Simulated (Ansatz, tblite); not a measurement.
# SnTe with GFN1-xTB from a Python script

These are simulated results from tblite 0.8.0, not measurements. The cell was built from a prototype and was relaxed with r2SCAN in plane waves (Ansatz 0.2.0). Not every such cell is a known phase. All runs are without spin polarisation.

Space group Fm-3m (No. 225), cubic; a = 6.379 Å in the conventional setting, 32.44 Å³ an atom. Sn is surrounded by 6 Te at 3.19 Å; Te is surrounded by 6 Sn at 3.19 Å.

tblite solves periodic systems at the zone centre alone, so the script builds a cluster of 2×2×2 conventional cells (64 atoms), which folds in a coarse mesh of k points.

The script, run.py:

```python
import json
from ase import Atoms
from ase.build import make_supercell
from ase.units import Bohr, GPa, Hartree
from tblite.interface import Calculator

atoms = Atoms(['Sn', 'Te'],
              cell=[[0.0, 3.18933, 3.18933], [3.18933, 0.0, 3.18933], [3.18933, 3.18933, -0.0]],
              scaled_positions=[[-0.0, -0.0, -0.0], [0.5, 0.5, 0.5]],
              pbc=True)
cluster = make_supercell(atoms, [[-2, 2, 2], [2, -2, 2], [2, 2, -2]])
calc = Calculator('GFN1-xTB', cluster.numbers, cluster.positions / Bohr, lattice=cluster.cell[:] / Bohr, periodic=cluster.pbc)
calc.set('temperature', 0.02 / Hartree)
calc.set('max-iter', 150)
res = calc.singlepoint()
levels = res.get('orbital-energies') * Hartree
nv = round(res.get('orbital-occupations').sum() / 2)
cells = len(cluster) // len(atoms)
out = {'energy_per_cell': res.get('energy') * Hartree / cells, 'homo': levels[nv - 1], 'lumo': levels[nv],
       'stress': (-res.get('virial') * Hartree / cluster.get_volume() / GPa).tolist(), 'charges': res.get('charges')[:len(atoms)].tolist(), 'electrons': 2 * nv / cells}
json.dump(out, open('results.json', 'w'))
for key, value in out.items():
    print(key, value)
```

Command: `python run.py`. It took 6.7 s on 1 thread of Intel(R) Xeon(R) Platinum 8259CL CPU @ 2.50GHz (Skylake/Cascade Lake), on a shared host, peak memory 0.14 GiB.

The log:

```
------------------------------------------------------------
  cycle        total energy    energy error   density error
------------------------------------------------------------
      1     -205.0447375081  -2.0450738E+02   3.9275909E-01
      2     -205.3341183556  -2.8938085E-01   1.6126036E-01
      3     -205.3844232572  -5.0304902E-02   1.1058509E-01
      4     -205.4034580260  -1.9034769E-02   2.0534557E-03
      5     -205.4034642866  -6.2605109E-06   2.1583123E-03
      6     -205.4034877046  -2.3418057E-05   7.9984536E-05
      7     -205.4034878207  -1.1605445E-07   3.4737524E-05
      8     -205.4034878537  -3.3056523E-08   5.0161380E-07
------------------------------------------------------------

 total:                                   5.945 sec
energy_per_cell -174.66604996060173
homo -8.507293977894314
lumo -7.693703487413381
stress [[-14.347805363005545, 5.6992039586034425e-15, 2.3537638036233438e-15], [5.6971818753307746e-15, -14.347805363005586, 2.04779910207497e-15], [2.3592669743959332e-15, 2.0524981570470495e-15, -14.347805363005579]]
charges [0.16934708375893348, -0.16934656584743085]
electrons 10.0
```

The cycle table is in hartree for the whole cluster, and the lines after it are in eV (the energy for one cell). The printed stress is in GPa and positive in compression, and the pressure is its mean diagonal.

GFN1-xTB gives a gap of 0.81 eV. On the same cell, plane-wave PBE (Ansatz, 8×8×8 k points and the special points) gives a level spacing of 0.01 eV, too small to call a gap and r2SCAN a gap of 0.15 eV; on shared hosts these took about 2.9 and 7 core-seconds on the 2-atom cell, against 6.7 for the script. Spin-orbit coupling, left out in all these runs, can cut or reorder the gap by tenths of an eV, up to about 1 eV with Pb or Bi. It shows a gap where PBE has none, though the cluster may miss the k points where PBE's bands overlap. xTB was fitted to molecules, so gaps, charges and pressures of solids can be far off, and the gap also depends on the size of the cluster.

The same script was run on cells scaled at fixed shape and fractional coordinates:

| volume (Å³/atom) | energy (meV/atom) | pressure (GPa, positive in compression) | gap (eV) |
| --- | --- | --- | --- |
| 28.55 | -248.4 | -5.01 | 0.18 |
| 30.49 | -152.6 | -10.50 | 0.56 |
| 32.44 | 0.0 | -14.35 | 0.81 |
| 34.39 | 188.7 | -16.19 | 0.97 |
| 36.33 | 388.1 | -17.52 | 1.07 |

The minimum lies beyond the smallest of these volumes.

xTB was fitted mostly to molecules, and a small cluster samples few k points, so gaps, pressures and kinks along a curve can be far from a solid's.

No spin-orbit coupling is included; it can move band edges with weight on the heavy atoms by tenths of an eV.
